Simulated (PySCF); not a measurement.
# CH5BrSi (Bromomethylsilane): the cost of one run

Programs: PySCF 2.14.0, with routines of our own; each step states its level. All values are computed. Atoms count from 0.

## (1) The system as given

8 atoms, charge 0, multiplicity 1; geometry from: GFN2-xTB.

## (2) Geometry optimisation at PBE0-D3(BJ)/def2-SVP

The job: settings as JSON, then the geometry in Å.

```
{"job": {"xc": "PBE0", "basis": "def2-SVP", "d3": "d3bj", "grid": 1, "maxiter": 30, "shake": 0.01, "kind": "geom"}, "charge": 0, "multiplicity": 1}
Si    -0.963550     0.006680    -0.044170
C      0.901890    -0.236900    -0.044340
Br     1.751610     1.380440     0.630950
H     -1.357970     0.300830     1.325330
H     -1.267950     1.166170    -0.926350
H     -1.580820    -1.197200    -0.566220
H      1.331510    -0.402590    -1.032750
H      1.240420    -1.036570     0.605080
```

The run is started by

```sh
OMP_NUM_THREADS=1 python heavy_run.py task.json out
```

The driver reads the jobs from task.json and runs them one after another.

Q: Estimate the wall time and peak memory of this first job on 1 thread of Arm Neoverse V1, shared host.

About 10 s, with a peak of 0.37 GiB.
